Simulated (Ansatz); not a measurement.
# GaP− (doublet): the correlation ladder, aug-cc-pVTZ

The task here is to estimate one member of a computed series from the others.

The runs use Ansatz 0.2.0, Gaussian basis; aug-cc-pVTZ, core rule «outside noble gas», up to 19 orbitals frozen.

Plan: UHF; CCSD(T) on ROHF; CCSD(T) on UHF; BCCD(T) on ROHF; CCSDT(Q) on ROHF; CCSDT(Q) on UHF; CASSCF and MRCISD+Q, 9 electrons in 8 orbitals; CASSCF and NEVPT2, 9 electrons in 8 orbitals.

11 further runs of the same task are left out: 6 for a known fault of the program, 5 set aside as unsound or not needed. Runs told in other sessions of the task aren't counted.

## The system

The geometry is a PBE0/def2-TZVPD stationary point (not a proven minimum) of the parent state, kept for this charge and spin. No spin-orbit coupling is included. The filled d shell of Ga may be among the frozen orbitals whatever the setting's name suggests.

2 atoms, charge -1, spin multiplicity 2.

Atoms are counted from 1 here; the program's logs count them from 0.

Bond lengths: P1–Ga2 2.354 Å.

As a file:

```
P     0.0000    0.0000    0.0000
Ga    0.0000    0.0000    2.3541
```

The first run:

The input, in.yaml:

```yaml
crystal:
  periodic: [false, false, false]
  atoms:
    - {symbol: P, position_ang: [0.000000, 0.000000, 0.000000]}
    - {symbol: Ga, position_ang: [0.000000, 0.000000, 2.354100]}
basis:
  gaussian: {orbitals: aug-cc-pVTZ}
total_charge: -1
magnetization: {spin_polarized: true, initial_magnetization: 1}
hamiltonian: {xc: hf}
output: {orbitals: {seedname: orbitals}}
```

Started as:

```sh
$ ansatz run in.yaml --threads 1 --pin off --events-out ev --progress --plain --max-ram 4096MiB --backend cpu
```

Among the steps run: UHF; CCSD(T) on ROHF; CCSD(T) on UHF; BCCD(T) on ROHF; CCSDT(Q) on ROHF; CCSDT(Q) on UHF; CASSCF and MRCISD+Q, 9 electrons in 8 orbitals; CASSCF and NEVPT2, 9 electrons in 8 orbitals.

One of the session's tables, all rows but one given; the rest of the session is left out.

| method | from UCCSDT(Q) (meV) |
| --- | --- |
| ROHF | +6489.5 |
| UHF | +6361.9 |
| RMP2 | ? |
| UMP2 | +1171.7 |
| RCCSD | +466.1 |
| UCCSD | +460.1 |
| RCCSD(T) | +73.9 |
| UCCSD(T) | +78.1 |
| BCCD(T) | +73.5 |
| RCCSDT | +36.4 |
| UCCSDT | +35.3 |
| RCCSDT(Q) | +3.7 |
| UCCSDT(Q) | 0 |
| CASSCF valence | +5058.7 |
| NEVPT2 valence | +1209.7 |
| MRCISD valence | +589.7 |
| MRCISD+Q valence | +100.9 |

**Question.** Estimate the row for RMP2.

**Answer.** from UCCSDT(Q) (meV): +1109.5. In the column «from UCCSDT(Q) (meV)» it lies between MRCISD valence (+589.7) and UMP2 (+1171.7).

Limits of these values: Restricted and unrestricted rows rest on different reference determinants; a gap between their highest levels can come from leftover correlation error, from unlike frozen cores or from another state.
